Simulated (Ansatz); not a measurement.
**H₄O₂S₂Zr: up Jacob's ladder to CCSD(T)**

The task here is to estimate one member of a computed series from the others.

The runs use Ansatz 0.2.0, Gaussian basis; functionals in def2-TZVPP, the program's frozen cores in correlated methods.

Levels to be run: PBE-D4, r2SCAN-D4, PBE0-D4, B3LYP-D4, ωB97X-V, ωB97M-V, B2PLYP; CCSD(T)/def2-TZVPP; MP2/def2-QZVPP; extrapolation to the limit.

## The geometry

An earlier PBE0-D4 in a triple-zeta def2 set relaxation fixed the geometry. Zr takes the def2 core potential; no spin-orbit term is included.

9 atoms, charge 0, spin multiplicity 1.

Atoms are counted from 1 here; the program's logs count them from 0.

Bond lengths: O1–Zr2 1.902 Å, O1–H6 0.953 Å, Zr2–O3 1.902 Å, Zr2–S4 2.460 Å, Zr2–S5 2.460 Å, O3–H7 0.953 Å, S4–H8 1.347 Å, S5–H9 1.347 Å. Angles: Zr2–O1–H6 168.7°, O1–Zr2–O3 116.5°, O1–Zr2–S4 104.1°, O1–Zr2–S5 111.3°, O3–Zr2–S4 111.3°, O3–Zr2–S5 104.1°, S4–Zr2–S5 109.6°, Zr2–O3–H7 168.7°, Zr2–S4–H8 91.7°, Zr2–S5–H9 91.7°.

The first run:

Input file in.yaml:

```yaml
crystal:
  periodic: [false, false, false]
  atoms:
    - {symbol: O, position_ang: [-0.784187, 0.914526, -1.589506]}
    - {symbol: Zr, position_ang: [0.081985, 0.041199, -0.138998]}
    - {symbol: O, position_ang: [1.931709, -0.341824, -0.359863]}
    - {symbol: S, position_ang: [-1.223215, -2.018731, 0.184575]}
    - {symbol: S, position_ang: [-0.007023, 1.406018, 1.905669]}
    - {symbol: H, position_ang: [-1.050272, 1.430365, -2.345694]}
    - {symbol: H, position_ang: [2.814577, -0.550603, -0.652562]}
    - {symbol: H, position_ang: [-0.419558, -2.417827, 1.189143]}
    - {symbol: H, position_ang: [-1.344006, 1.536867, 1.807247]}
basis:
  gaussian: {orbitals: def2-TZVPP}
hamiltonian: {xc: pbe, dispersion: d4}
output: {forces: true, orbitals: {seedname: orbitals}}
```

Started as:

```console
ansatz run in.yaml --threads 4 --pin off --events-out ev --progress --plain --max-ram 10444MiB
```

Steps of the session up to this table: PBE-D4 (GGA); r2SCAN-D4 (meta-GGA); PBE0-D4 (hybrid); B3LYP-D4 (hybrid); ωB97X-V (range-separated); ωB97M-V (range-separated); B2PLYP (double hybrid).

One table of the session follows, with a row left open; its other results are not shown here.

It belongs to the step «Orbital energies across the functionals». 

| functional | HOMO (eV) | gap (eV) |
| --- | --- | --- |
| PBE-D4 | -5.91 | 3.92 |
| r2SCAN-D4 | -6.20 | 4.39 |
| PBE0-D4 | -7.09 | 5.96 |
| B3LYP-D4 | ? | ? |
| ωB97X-V | -9.37 | 10.40 |
| ωB97M-V | -9.20 | 9.73 |

Q: Estimate the row for B3LYP-D4 from the others.

**Answer.** HOMO (eV): -6.84; gap (eV): 5.50. In the column «HOMO (eV)» it lies between PBE0-D4 (-7.09) and r2SCAN-D4 (-6.20).
